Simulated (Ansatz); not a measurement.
# C2H6Cl2F2O2W: from a rough start to a stationary point

The task is to find a stationary geometry of C2H6Cl2F2O2W, then compute its harmonic vibrations to see whether it is a minimum and to get the zero-point energy and entropy, and look at its orbitals and charge.

Program: Ansatz 0.2.0, Gaussian basis. Level of theory: RKS PBE0-D4/def2-TZVP. These are calculated values, not measurements.

Levels to be run: relaxation at PBE0-D4/def2-TZVP; harmonic vibrations at the same level; a single point in def2-TZVPP for the fields.

## 1. The system as given

SMILES `C[O][W]([F])([F])([Cl])([Cl])[O]C`, 15 atoms, charge 0, spin multiplicity 1.

Atoms are counted from 1 here; the program's logs count them from 0.

Bond lengths: C1–O2 1.399 Å, C1–H10 1.104 Å, C1–H11 1.096 Å, C1–H12 1.102 Å, O2–W3 1.791 Å, W3–F4 1.904 Å, W3–F5 1.858 Å, W3–Cl6 2.267 Å, W3–Cl7 2.355 Å, W3–O8 1.773 Å, O8–C9 1.398 Å, C9–H13 1.106 Å, C9–H14 1.101 Å, C9–H15 1.096 Å. Angles: O2–C1–H10 107.9°, O2–C1–H11 110.7°, O2–C1–H12 109.1°, H10–C1–H11 109.7°, H10–C1–H12 109.8°, H11–C1–H12 109.7°, C1–O2–W3 135.7°, O2–W3–F4 91.7°, O2–W3–F5 87.7°, O2–W3–Cl6 176.6°, O2–W3–Cl7 87.7°, O2–W3–O8 90.9°, F4–W3–F5 88.3°, F4–W3–Cl6 89.5°, F4–W3–Cl7 174.9°, F4–W3–O8 95.4°, F5–W3–Cl6 89.2°, F5–W3–Cl7 86.6° and more.

The start is a GFN2-xTB geometry. W takes the def2 core potential; no spin-orbit term is included.

## 2. Geometry optimisation, PBE0-D4/def2-TZVP

File in.yaml:

```yaml
crystal:
  periodic: [false, false, false]
  atoms:
    - {symbol: C, position_ang: [1.592520, -0.328200, -1.557270]}
    - {symbol: O, position_ang: [0.390490, -0.301760, -0.841890]}
    - {symbol: W, position_ang: [-0.656790, 0.971330, -0.140630]}
    - {symbol: F, position_ang: [-2.027310, 0.625010, -1.415820]}
    - {symbol: F, position_ang: [0.097080, 2.156820, -1.356880]}
    - {symbol: Cl, position_ang: [-1.896630, 2.673340, 0.698520]}
    - {symbol: Cl, position_ang: [1.131820, 1.519680, 1.289780]}
    - {symbol: O, position_ang: [-1.270710, -0.163350, 1.074950]}
    - {symbol: C, position_ang: [-0.859290, -1.323030, 1.739230]}
    - {symbol: H, position_ang: [2.398850, -0.005830, -0.876250]}
    - {symbol: H, position_ang: [1.802960, -1.339100, -1.925680]}
    - {symbol: H, position_ang: [1.521010, 0.369730, -2.407190]}
    - {symbol: H, position_ang: [-0.241290, -1.913410, 1.037190]}
    - {symbol: H, position_ang: [-0.258860, -1.030510, 2.614570]}
    - {symbol: H, position_ang: [-1.723840, -1.910730, 2.067400]}
basis:
  gaussian: {orbitals: def2-TZVP}
hamiltonian: {xc: pbe0, dispersion: d4}
relax: {f_tol: 0.005, max_steps: 150}
```

The run is started by

```sh
$ ansatz run in.yaml --threads 4 --pin off --events-out ev --progress --plain --max-ram 41984MiB --backend cuda --devices 0, --max-vram 37GiB
```

The runs that follow: Force constants and modes; Fields at the relaxed geometry.

**Question.** What will the summary of the whole plan be? Wanted: point group; shift from the start; total energy; dispersion term; dipole moment; lowest, highest wavenumber; zero-point energy; HOMO, LUMO.

The runs gave:

| quantity | value |
| --- | --- |
| point group | C1 |
| steps | 33 |
| shift from the start (rms) | 0.795 Å |
| total energy | -38563.1550 eV |
| dispersion term | -429 meV |
| dipole moment | 4.36 D |
| lowest, highest wavenumber | 29, 3145 cm⁻¹ |
| zero-point energy | 241.4 kJ/mol |
| entropy at 298.15 K | 500.1 J/(mol K) |
| HOMO, LUMO | -8.54, -3.56 eV |

In words: The relaxed geometry lies 0.80 Å (rms) from the start; the bond that changed most is W3–Cl6, from 2.267 to 2.324 Å. All wavenumbers are real, so the end point is a minimum. The stiffest mode, 3145 cm⁻¹, is a C–H stretch, and 9 modes under 200 cm⁻¹ make the vibrational entropy uncertain. Harmonic hybrid wavenumbers usually lie a few per cent above measured fundamentals. The largest Mulliken charge, +1.41 e, sits on W3. The HOMO lies mostly on Cl7 52 %; Cl6 42 % and the LUMO on W3 59 %; O2 12 %.
